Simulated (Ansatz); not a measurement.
# BaFe2Se2O: the cost of one run

Computed with Ansatz 0.2.0 (DFT PBE, scalar-relativistic, plane waves, PAW, unless a step's input says otherwise).

**1. Starting point**

It takes space group Pmmn (No. 59, orthorhombic). The conventional cell has a = 4.046 Å, b = 9.760 Å, c = 6.901 Å, α = 90.00°, β = 90.00°, γ = 90.00°. Around Ba (site symmetry mm2) lie 2 O at 2.66 Å. Around Fe (site symmetry m) lie 1 O at 1.92 Å and 3 Se at 2.47 to 2.52 Å. O (site symmetry mm2) has 2 Fe at 1.92 Å and 2 Ba at 2.66 Å as nearest neighbours. Se (site symmetry m) is surrounded by 3 Fe at 2.47 to 2.52 Å.

As a file:

```cif
data_structure
_symmetry_space_group_name_H-M 'P 1'
_symmetry_Int_Tables_number 1
_cell_length_a 4.0460
_cell_length_b 9.7600
_cell_length_c 6.9010
_cell_angle_alpha 90.000
_cell_angle_beta 90.000
_cell_angle_gamma 90.000
_cell_volume 272.51
loop_
_atom_site_label
_atom_site_type_symbol
_atom_site_fract_x
_atom_site_fract_y
_atom_site_fract_z
_atom_site_occupancy
Ba1 Ba 0.00000 0.50000 0.47420 1
Ba2 Ba 0.50000 0.00000 0.52580 1
Fe1 Fe 0.50000 0.32077 0.10962 1
Fe2 Fe 0.00000 0.17923 0.89038 1
Fe3 Fe 0.50000 0.67923 0.10962 1
Fe4 Fe 0.00000 0.82077 0.89038 1
O1 O 0.50000 0.50000 0.22416 1
O2 O 0.00000 0.00000 0.77584 1
Se1 Se 0.00000 0.20011 0.24639 1
Se2 Se 0.50000 0.29989 0.75361 1
Se3 Se 0.00000 0.79989 0.24639 1
Se4 Se 0.50000 0.70011 0.75361 1
```

An earlier run at PBE left this cell at 22.709 Å³/atom and -0.02 GPa (6×4×4 mesh).

**2. Antiferromagnetic, in the cell as typed**

File input.yaml:

```yaml
crystal:
  lattice:
    - [4.0459798624, 0.0, 0.0]
    - [0.0, 9.7599659228, 0.0]
    - [0.0, 0.0, 6.9010327626]
  atoms:
    - { symbol: Ba, position: [0.0, 0.5, 0.4741963356] }
    - { symbol: Ba, position: [0.5, 0.0, 0.5258036644] }
    - { symbol: Fe, position: [0.5, 0.3207662736, 0.1096186893], spin: 4.0 }
    - { symbol: Fe, position: [0.0, 0.1792337264, 0.8903813107], spin: -4.0 }
    - { symbol: Fe, position: [0.5, 0.6792337264, 0.1096186893], spin: -4.0 }
    - { symbol: Fe, position: [0.0, 0.8207662736, 0.8903813107], spin: 4.0 }
    - { symbol: O, position: [0.5, 0.5, 0.2241647952] }
    - { symbol: O, position: [0.0, 0.0, 0.7758352048] }
    - { symbol: Se, position: [0.0, 0.2001121031, 0.2463912643] }
    - { symbol: Se, position: [0.5, 0.2998878969, 0.7536087357] }
    - { symbol: Se, position: [0.0, 0.7998878969, 0.2463912643] }
    - { symbol: Se, position: [0.5, 0.7001121031, 0.7536087357] }
basis:
  ecutwfc: 420
  ecutrho_ratio: 4
kpoints:
  mp_grid: { grid: [6, 4, 4] }
hamiltonian:
  xc: pbe
scf:
  occupations: { method: gaussian, width: 0.05 }
  lower_state_search: "off"
output:
  forces: true
  stress: true
  eigenvalues: true
  populations: true
magnetization:
  spin_polarized: true
```

Launch:

```bash
> ansatz run input.yaml --threads 4 --pin off --max-ram 10240MiB --backend cpu --events-out ev --progress --plain --runs-dir out
```

**Question.** How long does this run take on 4 threads of Arm Neoverse V2, shared host, and how much memory does it need?

About 1.7 min, with a peak of 1.8 GiB.
